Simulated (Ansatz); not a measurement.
# CuP3: one candidate structure

Aim: relax CuP3 from this start, Cu3Au (L1_2) type (Pm-3m, No. 221), and see where it ends.

Program: Ansatz 0.2.0. Level of theory: DFT PBE, scalar-relativistic, plane waves, PAW. These are calculated values, not measurements.

## 1. The structure to begin with

It takes space group Pm-3m (No. 221, cubic). The conventional cell has a = 3.979 Å, b = 3.979 Å, c = 3.979 Å, α = 90.00°, β = 90.00°, γ = 90.00°. Cu (site symmetry m-3m) is surrounded by 12 P at 2.81 Å. P (site symmetry 4/mmm) has 4 Cu at 2.81 Å and 8 P at 2.81 Å as nearest neighbours.

Coordinates:

```cif
data_structure
_symmetry_space_group_name_H-M 'P 1'
_symmetry_Int_Tables_number 1
_cell_length_a 3.9793
_cell_length_b 3.9793
_cell_length_c 3.9793
_cell_angle_alpha 90.000
_cell_angle_beta 90.000
_cell_angle_gamma 90.000
_cell_volume 63.01
loop_
_atom_site_label
_atom_site_type_symbol
_atom_site_fract_x
_atom_site_fract_y
_atom_site_fract_z
_atom_site_occupancy
Cu1 Cu 0.00000 0.00000 0.00000 1
P1 P 0.00000 0.50000 0.50000 1
P2 P 0.50000 0.00000 0.50000 1
P3 P 0.50000 0.50000 0.00000 1
```

(A quick probe on a coarse mesh, which set the mesh and smearing, is not shown.)

## 3. Coarse relaxation

input.yaml

```yaml
crystal:
  lattice:
    - [3.9793330686, 0.0, 0.0]
    - [0.0, 3.9793330686, 0.0]
    - [0.0, 0.0, 3.9793330686]
  atoms:
    - { symbol: Cu, position: [0.0, 0.0, 0.0] }
    - { symbol: P, position: [0.0, 0.5, 0.5] }
    - { symbol: P, position: [0.5, 0.0, 0.5] }
    - { symbol: P, position: [0.5, 0.5, 0.0] }
basis:
  ecutwfc: 420
kpoints:
  mp_grid: { grid: [4, 4, 4] }
hamiltonian:
  xc: pbe
scf:
  occupations: { method: gaussian, width: 0.1 }
  lower_state_search: "off"
output:
  forces: true
  stress: true
  eigenvalues: true
relax:
  adjacent_minimum: "off"
  f_tol: 0.04
  max_steps: 70
  cell: { stress_tol: 0.4 }
```

The run is started by

```console
> ansatz run input.yaml --threads 1 --pin off --max-ram 2560MiB --backend cpu --events-out ev --progress --plain --runs-dir out
```

The session goes on with these runs: relaxing cell and atoms; stability test: the unmoved cell on a coarse mesh; random kick, then relaxation.

Q: Predict the outcome of this session.

**Answer**, as computed:

Formation energies count from the elements, computed with the same settings in runs not shown here.

```
                          quantity                                                                      value
                              cell  a = 3.848 Å, b = 3.848 Å, c = 3.848 Å, α = 90.00°, β = 90.00°, γ = 90.00°
                       space group                                                            Pm-3m (No. 221)
                            volume                                                              14.24 Å³/atom
                   gap on the mesh                                                               none (metal)
formation energy from the elements                                                             +0.655 eV/atom
```

The space group stayed Pm-3m, and from the first guess the volume went from 15.75 to 14.24 Å³/atom. The formation energy of +0.65 eV/atom is positive, so the elements lie lower than this structure; another structure of the compound can lie lower.
